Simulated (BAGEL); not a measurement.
# GeSiH5S (SMILES [SiH2][S][GeH3]): UHF/3-21G (density fitting with qzvpp-jkfit)

Aim: the vertical doublet–quartet gap of GeSiH5S at UHF/3-21G (density fitting with qzvpp-jkfit), from 2 runs. 

Program for the calculation: BAGEL 1.2.2.

## 1. The system as given

The species is GeSiH5S (8 atoms), meant as a doublet with charge 0. As SMILES, `[SiH2][S][GeH3]`. The coordinates come from a PBE0-D4/def2-TZVP relaxation. This is one conformer, not always the lowest.

Bond lengths: Si1–S2 2.124 Å, S2–Ge3 2.231 Å, Si1–H4 1.493 Å, Si1–H5 1.489 Å, Ge3–H6 1.535 Å, Ge3–H7 1.533 Å, Ge3–H8 1.536 Å. Angles: Si1–S2–Ge3 98.6°, S2–Si1–H4 111.3°, S2–Si1–H5 106.6°, S2–Ge3–H6 109.7°, S2–Ge3–H7 105.3°, S2–Ge3–H8 109.3°, H4–Si1–H5 110.5°, H6–Ge3–H7 111.0°, H6–Ge3–H8 110.3°, H7–Ge3–H8 111.2°.

## 2. A single-point energy at UHF/3-21G (density fitting with qzvpp-jkfit)

calc.json reads:

```json
{ "bagel": [

{
  "title": "molecule",
  "basis": "3-21g",
  "df_basis": "qzvpp-jkfit",
  "angstrom": "true",
  "geometry": [
    { "atom": "Si", "xyz": [   -0.878000,    1.488200,   -0.662000 ] },
    { "atom": "S", "xyz": [    1.044600,    0.591100,   -0.762500 ] },
    { "atom": "Ge", "xyz": [    0.739700,   -1.018400,    0.752500 ] },
    { "atom": "H", "xyz": [   -1.958600,    0.475700,   -0.855700 ] },
    { "atom": "H", "xyz": [   -0.926300,    2.513700,   -1.740000 ] },
    { "atom": "H", "xyz": [    0.538900,   -0.391700,    2.139300 ] },
    { "atom": "H", "xyz": [    2.019500,   -1.860500,    0.710100 ] },
    { "atom": "H", "xyz": [   -0.487400,   -1.855100,    0.362700 ] }
  ]
},
{ "title": "uhf", "nopen": 1 },
{ "title": "print", "file": "orbitals.molden", "orbitals": "true" }

]}
```

Started as:

```sh
$ BAGEL_NUM_THREADS=1 BAGEL calc.json > calc.out
```

Output:

```text
* using 1 threads per process

  ===============================================================
  ===============================================================

  *** Geometry ***

  { "atom" : "Si", "xyz" : [     -1.659180,      2.812290,     -1.250999 ] },
  { "atom" : "S", "xyz" : [      1.974008,      1.117017,     -1.440916 ] },
  { "atom" : "Ge", "xyz" : [      1.397830,     -1.924497,      1.422019 ] },
  { "atom" : "H", "xyz" : [     -3.701218,      0.898943,     -1.617039 ] },
  { "atom" : "H", "xyz" : [     -1.750453,      4.750205,     -3.288123 ] },
  { "atom" : "H", "xyz" : [      1.018373,     -0.740206,      4.042691 ] },
  { "atom" : "H", "xyz" : [      3.816302,     -3.515835,      1.341895 ] },
  { "atom" : "H", "xyz" : [     -0.921053,     -3.505631,      0.685404 ] },

  Number of auxiliary basis functions:      612

  Since a DF basis is specified, we compute 2- and 3-index integrals:
    o Being stored without compression. Storage requirement is 0.016 GB

  Number of basis functions:       58
  Number of electrons      :       67

    * METHOD: MOLECULE                             0.33

  *** Open-shell HF ***

  === Nuclear Repulsion ===
   321.8778287080

      * DIIS with orbital gradients will be used.

  === UHF iteration (3-21g) ===
      0      -2751.12706363          0.01399768           0.19
      1      -2751.16977792          0.00517631           0.19
      2      -2751.17433579          0.00202607           0.19
      3      -2751.17522766          0.00063247           0.19
      4      -2751.17545569          0.00018906           0.19
      5      -2751.17550921          0.00005229           0.19
      6      -2751.17551990          0.00001487           0.19
      7      -2751.17552220          0.00000734           0.19
      8      -2751.17552305          0.00000308           0.19
      9      -2751.17552316          0.00000075           0.18
     10      -2751.17552317          0.00000028           0.18
     11      -2751.17552317          0.00000012           0.18
     12      -2751.17552317          0.00000006           0.18
     13      -2751.17552317          0.00000002           0.18
     14      -2751.17552317          0.00000001           0.18
    * SCF iteration converged.

    * S^2 (UHF) is 0.7537

    * Permanent dipole moment:
           (    0.717284,     0.351108,    -0.734110) a.u.

    * METHOD: UHF                                  3.01

    * METHOD: PRINT                                0.01

  ===============================================================
```

It took 3.6 s on 1 thread of Arm Neoverse V1, shared host; peak memory 0.12 GiB.

## 3. The quartet at the same level

input.json reads:

```json
{ "bagel" : [

{
  "title" : "molecule",
  "basis" : "3-21g",
  "df_basis" : "qzvpp-jkfit",
  "angstrom" : true,
  "geometry" : [
    { "atom" : "Si", "xyz" : [   -0.878000,    1.488200,   -0.662000 ] },
    { "atom" : "S", "xyz" : [    1.044600,    0.591100,   -0.762500 ] },
    { "atom" : "Ge", "xyz" : [    0.739700,   -1.018400,    0.752500 ] },
    { "atom" : "H", "xyz" : [   -1.958600,    0.475700,   -0.855700 ] },
    { "atom" : "H", "xyz" : [   -0.926300,    2.513700,   -1.740000 ] },
    { "atom" : "H", "xyz" : [    0.538900,   -0.391700,    2.139300 ] },
    { "atom" : "H", "xyz" : [    2.019500,   -1.860500,    0.710100 ] },
    { "atom" : "H", "xyz" : [   -0.487400,   -1.855100,    0.362700 ] }
  ]
},
{
  "title" : "uhf",
  "nopen" : 3
},
{
  "title" : "print",
  "file" : "orbitals.molden",
  "orbitals" : true
}

]}
```

Started as:

```sh
$ BAGEL_NUM_THREADS=1 BAGEL input.json > input.out
```

Output:

```text
* using 1 threads per process

  ===============================================================
  ===============================================================

  *** Geometry ***

  { "atom" : "Si", "xyz" : [     -1.659180,      2.812290,     -1.250999 ] },
  { "atom" : "S", "xyz" : [      1.974008,      1.117017,     -1.440916 ] },
  { "atom" : "Ge", "xyz" : [      1.397830,     -1.924497,      1.422019 ] },
  { "atom" : "H", "xyz" : [     -3.701218,      0.898943,     -1.617039 ] },
  { "atom" : "H", "xyz" : [     -1.750453,      4.750205,     -3.288123 ] },
  { "atom" : "H", "xyz" : [      1.018373,     -0.740206,      4.042691 ] },
  { "atom" : "H", "xyz" : [      3.816302,     -3.515835,      1.341895 ] },
  { "atom" : "H", "xyz" : [     -0.921053,     -3.505631,      0.685404 ] },

  Number of auxiliary basis functions:      612

  Since a DF basis is specified, we compute 2- and 3-index integrals:
    o Being stored without compression. Storage requirement is 0.016 GB

  Number of basis functions:       58
  Number of electrons      :       67

    * METHOD: MOLECULE                             0.34

  *** Open-shell HF ***

  === Nuclear Repulsion ===
   321.8778287080

      * DIIS with orbital gradients will be used.

  === UHF iteration (3-21g) ===
      0      -2750.89338880          0.01371645           0.20
      1      -2750.95200215          0.00536537           0.19
      2      -2750.96300617          0.00262121           0.20
      3      -2750.96646963          0.00116437           0.20
      4      -2750.96755178          0.00041915           0.19
      5      -2750.96779796          0.00028103           0.19
      6      -2750.96796391          0.00021879           0.19
      7      -2750.96810709          0.00012955           0.19
      8      -2750.96814647          0.00006491           0.20
      9      -2750.96817143          0.00003561           0.19
     10      -2750.96818414          0.00001726           0.19
     11      -2750.96818579          0.00001113           0.19
     12      -2750.96818644          0.00000810           0.19
     13      -2750.96818679          0.00000631           0.19
     14      -2750.96818710          0.00000465           0.19
     15      -2750.96818732          0.00000344           0.19
     16      -2750.96818742          0.00000263           0.19
     17      -2750.96818746          0.00000178           0.19
     18      -2750.96818748          0.00000112           0.19
     19      -2750.96818748          0.00000073           0.20
     20      -2750.96818748          0.00000033           0.20
     21      -2750.96818748          0.00000019           0.20
     22      -2750.96818748          0.00000014           0.20
     23      -2750.96818748          0.00000009           0.20
     24      -2750.96818748          0.00000005           0.20
     25      -2750.96818748          0.00000002           0.20
     26      -2750.96818748          0.00000001           0.20
     27      -2750.96818748          0.00000001           0.20
     28      -2750.96818748          0.00000000           0.19
    * SCF iteration converged.

    * S^2 (UHF) is 3.7623

    * Permanent dipole moment:
           (    0.160616,    -0.538503,     0.241380) a.u.

    * METHOD: UHF                                  5.89

    * METHOD: PRINT                                0.01

  ===============================================================
```

Wall time 6.6 s (1 thread of Arm Neoverse V1, shared host); peak memory 0.12 GiB.

## 4. Outcome

Level: UHF/3-21G (density fitting with qzvpp-jkfit).

```
                                        quantity           value
                           doublet: total energy  -2751.17552 Eh
                          doublet: dipole moment          2.76 D
                                   doublet: ⟨S²⟩           0.754
                           quartet: total energy  -2750.96819 Eh
                          quartet: dipole moment          1.55 D
                                   quartet: ⟨S²⟩           3.762
vertical energy of the quartet above the doublet        5.642 eV
```

In words: At this shape the quartet lies 5.64 eV (544 kJ/mol) above the doublet.
